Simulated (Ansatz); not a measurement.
# SnSe2: the cost of one run

Program: Ansatz 0.2.0. Level of theory: DFT PBE+D3(BJ), scalar-relativistic, plane waves, PAW. These are calculated values, not measurements.

The COD entry's cell or inner coordinates are ideal or old and differ from later refinements, so a difference from it is no clean test against experiment.

## Step 1: The structure to begin with

Symmetry: P-3m1, No. 164, trigonal system. The conventional cell has a = 3.811 Å, b = 3.811 Å, c = 6.137 Å, α = 90.00°, β = 90.00°, γ = 120.00°. Around Sn (site symmetry -3m) lie 6 Se at 2.68 Å. Around Se (site symmetry 3m) lie 3 Sn at 2.68 Å.

As a file:

```
Sn Se
1.0
    -3.81100    0.00000    0.00000
    -1.90550   -3.30042    0.00000
     0.00000    0.00000   12.27400
Sn Se
2 4
Direct
  0.00000 0.00000 0.00000
  0.00000 0.00000 0.50000
  0.33333 0.33333 0.12500
  0.33333 0.33333 0.62500
  0.66667 0.66667 0.37500
  0.66667 0.66667 0.87500
```

The cell is taken as given, not relaxed at this level.

## Step 2: The reference: the undisturbed cell on the scan's mesh

Contents of input.yaml:

```yaml
crystal:
  lattice:
    - [-3.8109987816, 0.0, 0.0]
    - [-1.9054993908, -3.3004217586, 0.0]
    - [0.0, 0.0, 12.274]
  atoms:
    - { symbol: Sn, position: [0.0, 0.0, 0.0] }
    - { symbol: Sn, position: [0.0, 0.0, 0.5] }
    - { symbol: Se, position: [0.3333333333, 0.3333333333, 0.125] }
    - { symbol: Se, position: [0.3333333333, 0.3333333333, 0.625] }
    - { symbol: Se, position: [0.6666666667, 0.6666666667, 0.375] }
    - { symbol: Se, position: [0.6666666667, 0.6666666667, 0.875] }
basis:
  ecutwfc: 420
kpoints:
  mp_grid: { grid: [8, 8, 3] }
hamiltonian:
  xc: pbe
  dispersion: d3bj
scf:
  occupations: { method: gaussian, width: 0.05 }
output:
  forces: true
  stress: true
  eigenvalues: true
```

Run with:

```bash
ansatz run input.yaml --threads 2 --pin off --max-ram 5120MiB --backend cpu --events-out ev --progress --plain --runs-dir out
```

**Question.** How long does this run take on 2 threads of Intel Xeon 6975P-C (Granite Rapids), shared host, and how much memory does it need?

About 2.8 s, with a peak of 0.57 GiB.
